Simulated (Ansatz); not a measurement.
# CH₂F₂Si (SMILES C=[Si](F)F): single points off equilibrium

One table from this session's results is given with a row withheld; the runs are named, their logs left out.

Program: Ansatz 0.2.0, Gaussian basis. Level of theory: single points in def2-TZVPP. These are calculated values, not measurements.

Cores are frozen in the correlated methods.

## The system as given

SMILES `C=[Si](F)F`, 6 atoms, charge 0, spin multiplicity 1.

Atoms are counted from 1 here; the program's logs count them from 0.

Bond lengths: C1–Si2 1.685 Å, C1–H5 1.176 Å, C1–H6 1.064 Å, Si2–F3 1.530 Å, Si2–F4 1.600 Å. Angles: Si2–C1–H5 121.3°, Si2–C1–H6 122.5°, H5–C1–H6 116.0°, C1–Si2–F3 135.4°, C1–Si2–F4 129.6°, F3–Si2–F4 94.9°.

Coordinates:

```mol
CH2F2Si
  3D, bonds by distance, orders not assigned

  6  5  0  0  0  0  0  0  0  0999 V2000
   -0.3311    0.9454   -0.0463 C   0  0
    0.2458   -0.6360    0.0384 Si  0  0
    1.1943   -1.4016    0.9626 F   0  0
   -0.1098   -1.9019   -0.8737 F   0  0
    0.0205    1.7654    0.7195 H   0  0
   -0.9624    1.2820   -0.8339 H   0  0
  1  2  8  0
  1  5  8  0
  1  6  8  0
  2  3  8  0
  2  4  8  0
M  END
```

Set-up of the first run:

Contents of run/in.yaml:

```yaml
crystal:
  periodic: [false, false, false]
  atoms:
    - {symbol: C, position_ang: [-0.331100, 0.945400, -0.046300]}
    - {symbol: Si, position_ang: [0.245800, -0.636000, 0.038400]}
    - {symbol: F, position_ang: [1.194300, -1.401600, 0.962600]}
    - {symbol: F, position_ang: [-0.109800, -1.901900, -0.873700]}
    - {symbol: H, position_ang: [0.020500, 1.765400, 0.719500]}
    - {symbol: H, position_ang: [-0.962400, 1.282000, -0.833900]}
basis:
  gaussian: {orbitals: def2-TZVPP}
correlation: {method: ccsd_t}
output: {forces: true}
```

No record of the launch command was kept for these runs.

Among the steps run: CCSD(T)/def2-TZVPP; PBE0-D4/def2-TZVPP; wB97M-V/def2-TZVPP; r2SCAN-D4/def2-TZVPP; PBE-D4/def2-TZVPP; revPBE-D4/def2-TZVPP; r2SCANh-D4/def2-TZVPP.

One table of the session follows, with a row left open; its other results are not shown here.

```
    method  RMS force component (eV/Å)  angle to CCSD(T) forces (°)  dipole (D)
   CCSD(T)                       1.261                    reference        0.70
   PBE0-D4                       1.242                          5.4        0.71
   wB97M-V                       1.259                          8.7        0.61
 r2SCAN-D4                           ?                            ?           ?
    PBE-D4                       1.317                         13.6        0.68
 revPBE-D4                       1.356                         15.9        0.65
r2SCANh-D4                       1.234                          5.6        0.69
```

Estimate the missing values for r2SCAN-D4.

The run gave: RMS force component (eV/Å): 1.244; angle to CCSD(T) forces (°): 5.1; dipole (D): 0.68. In the column «RMS force component (eV/Å)» it lies between PBE0-D4 (1.242) and wB97M-V (1.259).
